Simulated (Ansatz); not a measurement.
# CH3AlFNS: a ladder of functionals and wavefunction methods

Aim: compute CH3AlFNS with functionals from several rungs and with coupled cluster, and see how far each lands from CCSD(T) at the basis-set limit for the atomisation energy.

Program: Ansatz 0.2.0, Gaussian basis. Level of theory: functionals in def2-TZVPP, the program's frozen cores in correlated methods. These are calculated values, not measurements.

Levels to be run: LDA (SPW92), PBE-D4, revPBE-D4, BLYP-D4, r2SCAN-D4, B97M-V, PBE0-D4, B3LYP-D4, r2SCANh-D4, r2SCAN0-D4, HSE06-D4, BHLYP-D4, CAM-B3LYP-D4, LC-ωPBE, ωB97X-V, ωB97M-V, B2PLYP, PBE-QIDH; CCSD(T)/def2-SVP; CCSD(T)/def2-TZVPP; MP2/def2-QZVPP; extrapolation to the limit; RPA on PBE.

## Step 1: The geometry

All runs share one geometry, relaxed beforehand with PBE0-D4 in a triple-zeta def2 set.

8 atoms, charge 0, spin multiplicity 1.

Atoms are counted from 1 here; the program's logs count them from 0.

Bond lengths: N1–C2 1.415 Å, N1–H6 1.012 Å, N1–H7 1.008 Å, C2–F3 1.378 Å, C2–Al4 1.944 Å, C2–S5 1.900 Å, Al4–S5 2.133 Å, Al4–H8 1.573 Å. Angles: C2–N1–H6 112.0°, C2–N1–H7 112.2°, H6–N1–H7 110.3°, N1–C2–F3 107.4°, N1–C2–Al4 133.4°, N1–C2–S5 110.9°, F3–C2–Al4 116.5°, F3–C2–S5 111.1°, Al4–C2–S5 67.4°, C2–Al4–S5 55.3°, C2–Al4–H8 159.8°, S5–Al4–H8 144.8°, C2–S5–Al4 57.3°.

Geometry (Å):

```xyz
8
CH3AlFNS
N     0.0255    0.5385    1.3495
C     0.4663    0.1716    0.0555
F     1.8393    0.2926    0.0378
Al   -0.3336   -0.8567   -1.3872
S    -0.3331    1.2731   -1.2698
H     0.1848   -0.1961    2.0274
H    -0.9434    0.8179    1.3569
H    -0.8138   -2.0980   -2.2257
```

## Step 2: LDA

This LDA is Slater exchange with PW92 correlation.

in.yaml reads:

```yaml
crystal:
  periodic: [false, false, false]
  atoms:
    - {symbol: N, position_ang: [0.025474, 0.538494, 1.349462]}
    - {symbol: C, position_ang: [0.466344, 0.171596, 0.055497]}
    - {symbol: F, position_ang: [1.839252, 0.292621, 0.037777]}
    - {symbol: Al, position_ang: [-0.333554, -0.856678, -1.387218]}
    - {symbol: S, position_ang: [-0.333080, 1.273116, -1.269849]}
    - {symbol: H, position_ang: [0.184828, -0.196143, 2.027376]}
    - {symbol: H, position_ang: [-0.943400, 0.817871, 1.356855]}
    - {symbol: H, position_ang: [-0.813765, -2.097977, -2.225699]}
basis:
  gaussian: {orbitals: def2-TZVPP}
hamiltonian: {xc: lda}
output: {orbitals: {seedname: orbitals}}
```

The run is started by

```console
$ ansatz run in.yaml --threads 2 --pin off --events-out ev --progress --plain --max-ram 4352MiB
```

Further steps of the session: PBE-D4 (GGA); revPBE-D4 (GGA); BLYP-D4 (GGA); r2SCAN-D4 (meta-GGA); B97M-V (meta-GGA); PBE0-D4 (hybrid); B3LYP-D4 (hybrid); r2SCANh-D4 (hybrid); r2SCAN0-D4 (hybrid); HSE06-D4 (hybrid); BHLYP-D4 (hybrid); CAM-B3LYP-D4 (range-separated); LC-ωPBE (range-separated); ωB97X-V (range-separated); ωB97M-V (range-separated); B2PLYP (double hybrid); PBE-QIDH (double hybrid); CCSD(T) in def2-SVP; CCSD(T) in def2-TZVPP; MP2 in def2-QZVPP; RPA on PBE orbitals.

Q: Predict the results of all the runs planned. Wanted: atomisation energy, CCSD(T)/CBS; farthest beyond LDA; mean size of error, GGA; mean size of error, meta-GGA; mean size of error, hybrid; mean size of error, range-separated; mean size of error, double hybrid; gap, smallest and largest; T1 diagnostic.

**Answer**, as computed:

| quantity | value |
| --- | --- |
| atomisation energy, CCSD(T)/CBS | 2642.4 kJ/mol |
| functionals within 13.2 kJ/mol (0.5 %) | B3LYP-D4, r2SCANh-D4, CAM-B3LYP-D4, LC-ωPBE |
| farthest beyond LDA | BHLYP-D4 (-140.1 kJ/mol) |
| mean size of error, GGA | 52.8 kJ/mol |
| mean size of error, meta-GGA | 29.6 kJ/mol |
| mean size of error, hybrid | 42.3 kJ/mol |
| mean size of error, range-separated | 11.8 kJ/mol |
| mean size of error, double hybrid | 35.3 kJ/mol |
| gap, smallest and largest | 2.80 eV (LDA (SPW92)), 9.24 eV (LC-ωPBE) |
| T1 diagnostic | 0.0148 |
| triples share of the correlation energy | 4.2 % |

What this shows: LDA overbinds by 524.4 kJ/mol (20 %). PBE-D4 misses by +114.8 kJ/mol. Double hybrids carry the basis error of their MP2 part in triple zeta, and no dispersion term here, so their miss is partly the set-up's. By mean error the best rung here is range-separated (11.8 kJ/mol) and the worst beyond LDA is GGA (52.8 kJ/mol). The reference freezes the cores and leaves out relativity and excitations past (T), so misses under about 13.2 kJ/mol can't be ranked. Hartree-Fock recovers 64 % of the binding; the rest is correlation. CCSD(T) in def2-SVP is off by -217.6 kJ/mol, which most functionals beat. Orbital gaps span 2.8 to 9.2 eV; exact exchange widens them.
